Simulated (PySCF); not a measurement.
# C6H9Br: the cost of one run

Computed with PySCF 2.14.0 and routines of our own; the level stands in each step. Atoms count from 0.

### Step 1. The system as given

16 atoms, charge 0, multiplicity 1; geometry from: GFN2-xTB.

### Step 2. Magnetic properties: GIAO HF/pcSseg-1

Job settings and geometry (Å):

```
{"job": {"kind": "mag", "xc": "HF", "basis": "pcSseg-1", "isotopologues": 2}, "charge": 0, "multiplicity": 1}
C     -1.739521    -1.221442     0.217029
C     -1.465795     0.075015     0.119359
Br    -2.865210     1.284072     0.658163
C     -0.222536     0.678377    -0.351290
C     -0.065886     1.991440    -0.503984
C      0.923035    -0.260817    -0.638109
C      1.596539    -0.724724     0.654099
H     -2.691533    -1.570522     0.577206
H     -1.029788    -1.979331    -0.062527
H     -0.843424     2.704951    -0.293867
H      0.865957     2.400295    -0.855032
H      0.573424    -1.123158    -1.207874
H      1.656737     0.264823    -1.250985
H      1.984951     0.131428     1.201049
H      0.892301    -1.247070     1.297079
H      2.423148    -1.394392     0.428273
```

Level: GIAO HF/pcSseg-1 magnetisability, rotational g tensor and spin-rotation constants, non-relativistic, gas phase.

On the command line:

```console
OMP_NUM_THREADS=1 python excited_run.py task.json out
```

This one command runs all jobs of the session in turn.

Q: Estimate the wall time and peak memory of this first job on 1 thread of Arm Neoverse N1, shared host.

About 45 s, with a peak of 0.84 GiB.
